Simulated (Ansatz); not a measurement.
# SnH₃O₃ radical: up Jacob's ladder to CCSD(T)

The task here is to estimate one member of a computed series from the others.

Method: functionals in def2-TZVPP, the program's frozen cores in correlated methods; program: Ansatz 0.2.0, Gaussian basis.

The runs, in order: LDA (SPW92), PBE-D4, revPBE-D4, BLYP-D4, r2SCAN-D4, B97M-V, PBE0-D4, B3LYP-D4, r2SCANh-D4, r2SCAN0-D4, HSE06-D4, BHLYP-D4, CAM-B3LYP-D4, LC-ωPBE, ωB97X-V, ωB97M-V, B2PLYP, PBE-QIDH; CCSD(T)/def2-SVP; CCSD(T)/def2-TZVPP; MP2/def2-QZVPP; extrapolation to the limit; RPA on PBE.

1 further run of the same task is left out (for a known fault of the program).

**Structure used throughout**

All runs share one geometry, relaxed beforehand with PBE0-D4 in a triple-zeta def2 set. Sn takes the def2 core potential; no spin-orbit term is included.

SMILES `[OH][Sn]([OH])[OH]`, 7 atoms, charge 0, spin multiplicity 2.

Atoms are counted from 1 here; the program's logs count them from 0.

Bond lengths: O1–Sn2 1.972 Å, O1–H5 0.963 Å, Sn2–O3 1.972 Å, Sn2–O4 1.972 Å, O3–H6 0.963 Å, O4–H7 0.963 Å. Angles: Sn2–O1–H5 112.5°, O1–Sn2–O3 105.9°, O1–Sn2–O4 105.7°, O3–Sn2–O4 105.8°, Sn2–O3–H6 112.4°, Sn2–O4–H7 112.5°.

The first run:

in.yaml reads:

```yaml
crystal:
  periodic: [false, false, false]
  atoms:
    - {symbol: O, position_ang: [-1.471644, 0.974692, -0.375234]}
    - {symbol: Sn, position_ang: [-0.408925, -0.620157, 0.089012]}
    - {symbol: O, position_ang: [0.616717, -0.134999, 1.701764]}
    - {symbol: O, position_ang: [0.921467, -0.814805, -1.353152]}
    - {symbol: H, position_ang: [-1.709177, 1.497297, 0.397370]}
    - {symbol: H, position_ang: [1.509958, -0.493534, 1.690633]}
    - {symbol: H, position_ang: [0.602803, -0.476592, -2.196093]}
basis:
  gaussian: {orbitals: def2-TZVPP}
magnetization: {spin_polarized: true, initial_magnetization: 1}
hamiltonian: {xc: lda}
output: {orbitals: {seedname: orbitals}}
```

Started as:

```bash
> ansatz run in.yaml --threads 4 --pin off --events-out ev --progress --plain --max-ram 10444MiB
```

Steps of the session up to this table: LDA; PBE-D4 (GGA); revPBE-D4 (GGA); BLYP-D4 (GGA); r2SCAN-D4 (meta-GGA); B97M-V (meta-GGA); PBE0-D4 (hybrid); B3LYP-D4 (hybrid); r2SCANh-D4 (hybrid); r2SCAN0-D4 (hybrid); HSE06-D4 (hybrid); BHLYP-D4 (hybrid); CAM-B3LYP-D4 (range-separated); LC-ωPBE (range-separated); ωB97X-V (range-separated); ωB97M-V (range-separated); B2PLYP (double hybrid); PBE-QIDH (double hybrid).

One table of the session follows, with a row left open; its other results are not shown here.

It belongs to the step «Frontier levels by functional». 

```
  functional  HOMO (eV)  LUMO (eV)  gap (eV)
 LDA (SPW92)      -5.74      -5.08      0.66
      PBE-D4      -5.59      -4.71      0.88
   revPBE-D4      -5.53      -4.57      0.96
     BLYP-D4      -5.47      -4.72      0.74
   r2SCAN-D4      -5.98      -4.48      1.51
      B97M-V      -5.78      -4.75      1.03
     PBE0-D4          ?          ?         ?
    B3LYP-D4      -6.64      -4.27      2.36
  r2SCANh-D4      -6.46      -4.17      2.30
  r2SCAN0-D4      -7.18      -3.69      3.48
    HSE06-D4      -6.47      -4.25      2.21
    BHLYP-D4      -8.01      -3.13      4.88
CAM-B3LYP-D4      -8.17      -3.03      5.14
     LC-ωPBE      -9.47      -1.63      7.84
     ωB97X-V      -9.03      -1.99      7.04
     ωB97M-V      -8.99      -2.09      6.90
```

**Question.** Estimate the row for PBE0-D4.

As computed: HOMO (eV): -6.86; LUMO (eV): -3.88; gap (eV): 2.98. In the column «HOMO (eV)» it lies between r2SCAN0-D4 (-7.18) and B3LYP-D4 (-6.64).
